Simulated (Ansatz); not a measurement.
**C2H6BrGa: up Jacob's ladder to CCSD(T)**

Aim: compute C2H6BrGa with functionals from several rungs and with coupled cluster, and see how far each lands from CCSD(T) at the basis-set limit for the atomisation energy.

The runs use Ansatz 0.2.0, Gaussian basis; functionals in def2-TZVPP, the program's frozen cores in correlated methods.

The runs, in order: PBE-D4, r2SCAN-D4, PBE0-D4, B3LYP-D4, ωB97X-V, ωB97M-V, B2PLYP; CCSD(T)/def2-TZVPP; MP2/def2-QZVPP; extrapolation to the limit.

### Step 1. The geometry

The geometry comes from an earlier relaxation with PBE0-D4 in a triple-zeta def2 set; it is a stationary point, not always the lowest conformer.

SMILES `[CH3][GaH][CH2]Br`, 10 atoms, charge 0, spin multiplicity 1.

Atoms are counted from 1 here; the program's logs count them from 0.

Bond lengths: C1–Ga2 1.962 Å, C1–H5 1.091 Å, C1–H6 1.091 Å, C1–H7 1.094 Å, Ga2–C3 1.984 Å, Ga2–H8 1.567 Å, C3–Br4 1.984 Å, C3–H9 1.086 Å, C3–H10 1.087 Å. Angles: Ga2–C1–H5 111.5°, Ga2–C1–H6 111.1°, Ga2–C1–H7 109.6°, H5–C1–H6 109.0°, H5–C1–H7 107.5°, H6–C1–H7 108.0°, C1–Ga2–C3 118.1°, C1–Ga2–H8 125.5°, C3–Ga2–H8 116.3°, Ga2–C3–Br4 91.1°, Ga2–C3–H9 119.5°, Ga2–C3–H10 119.3°, Br4–C3–H9 105.7°, Br4–C3–H10 105.7°, H9–C3–H10 111.2°.

### Step 2. PBE-D4 (GGA)

The input, in.yaml:

```yaml
crystal:
  periodic: [false, false, false]
  atoms:
    - {symbol: C, position_ang: [0.032074, 1.626171, 0.539155]}
    - {symbol: Ga, position_ang: [-0.768092, -0.039404, -0.121285]}
    - {symbol: C, position_ang: [0.445691, -1.457509, -0.793548]}
    - {symbol: Br, position_ang: [0.607048, -2.234941, 1.024165]}
    - {symbol: H, position_ang: [-0.498513, 2.004975, 1.413954]}
    - {symbol: H, position_ang: [1.082789, 1.483110, 0.795911]}
    - {symbol: H, position_ang: [-0.024756, 2.393442, -0.238846]}
    - {symbol: H, position_ang: [-2.297338, -0.381838, -0.107201]}
    - {symbol: H, position_ang: [0.046874, -2.251406, -1.418523]}
    - {symbol: H, position_ang: [1.457125, -1.193800, -1.090880]}
basis:
  gaussian: {orbitals: def2-TZVPP}
hamiltonian: {xc: pbe, dispersion: d4}
output: {forces: true, orbitals: {seedname: orbitals}}
```

Started as:

```sh
ansatz run in.yaml --threads 4 --pin off --events-out ev --progress --plain --max-ram 10444MiB
```

Further steps of the session: r2SCAN-D4 (meta-GGA); PBE0-D4 (hybrid); B3LYP-D4 (hybrid); ωB97X-V (range-separated); ωB97M-V (range-separated); B2PLYP (double hybrid); CCSD(T) in def2-TZVPP; MP2 in def2-QZVPP.

**Question.** What will the summary of the whole plan be? Wanted: atomisation energy, CCSD(T)/CBS; farthest; mean size of error, hybrid; mean size of error, range-separated; gap, smallest and largest; T1 diagnostic; triples share of the correlation energy.

The runs gave:

| quantity | value |
| --- | --- |
| atomisation energy, CCSD(T)/CBS | 3247.9 kJ/mol |
| functionals within 32.5 kJ/mol (1.0 %) | PBE-D4, r2SCAN-D4, PBE0-D4, ωB97X-V, ωB97M-V |
| farthest | B2PLYP (-60.8 kJ/mol) |
| mean size of error, hybrid | 25.3 kJ/mol |
| mean size of error, range-separated | 19.0 kJ/mol |
| gap, smallest and largest | 4.49 eV (PBE-D4), 10.77 eV (ωB97X-V) |
| T1 diagnostic | 0.0106 |
| triples share of the correlation energy | 3.8 % |

What this shows: PBE-D4 is off by +18.8 kJ/mol. Double hybrids carry the basis error of their MP2 part in triple zeta, and no dispersion term here, so their miss is partly the set-up's. Misses under about 32.5 kJ/mol are within the doubt on the reference itself, which lacks core-valence correlation, relativity and higher excitations, and its outer-core shells are covered unevenly. All levels share the lack of spin-orbit coupling, which lowers the free heavy atoms and so the true binding. Hartree-Fock recovers 74 % of the binding; the rest is correlation. Orbital gaps span 4.5 to 10.8 eV; exact exchange widens them. Correlated methods include outer-core shells of Br, Ga, which these sets cover unevenly.
